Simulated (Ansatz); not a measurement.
# CH3NSe: the cost of one run

Computed with Ansatz 0.2.0, Gaussian basis. Level: the settings change from run to run.

## (1) The geometry

An earlier PBE0-D4 in a triple-zeta def2 set relaxation fixed the geometry.

SMILES `NC=[Se]`, 6 atoms, charge 0, spin multiplicity 1.

Atoms are counted from 1 here; the program's logs count them from 0.

Bond lengths: N1–C2 1.328 Å, N1–H4 1.006 Å, N1–H5 1.008 Å, C2–Se3 1.780 Å, C2–H6 1.089 Å. Angles: C2–N1–H4 121.8°, C2–N1–H5 119.3°, H4–N1–H5 118.9°, N1–C2–Se3 126.0°, N1–C2–H6 113.4°, Se3–C2–H6 120.6°.

Geometry (Å):

```
N    -0.2023   -0.4164    0.5824
C     0.0247    0.3550   -0.4749
Se    1.6166    0.7146   -1.1844
H    -1.1321   -0.5769    0.9309
H     0.5757   -0.8544    1.0503
H    -0.8827    0.7781   -0.9043
```

## (2) revPBE0/aug-cc-pVTZ

Set apart from the defaults: charge -1, multiplicity 2, atoms shaken by 0.15 Å, D4 dispersion, high accuracy.

File in.yaml:

```yaml
crystal:
  periodic: [false, false, false]
  atoms:
    - {symbol: N, position_ang: [-0.387161, -0.594095, 0.704686]}
    - {symbol: C, position_ang: [-0.173485, 0.382491, -0.510279]}
    - {symbol: Se, position_ang: [1.373207, 0.622360, -1.118717]}
    - {symbol: H, position_ang: [-1.165269, -0.580894, 0.874104]}
    - {symbol: H, position_ang: [0.495420, -0.852823, 0.818879]}
    - {symbol: H, position_ang: [-0.621244, 0.707869, -0.829655]}
basis:
  gaussian: {orbitals: aug-cc-pVTZ}
total_charge: -1
magnetization: {spin_polarized: true, initial_magnetization: 1}
hamiltonian: {xc: {name: revPBE0}, dispersion: d4}
accuracy: high
output: {forces: true}
```

Started as:

```sh
ansatz run in.yaml --threads 2 --pin off --events-out ev --progress --plain --max-ram 4352MiB
```

What time and memory should one allow on 2 threads of Arm Neoverse V1, shared host?

About 87 s, with a peak of 1.5 GiB.
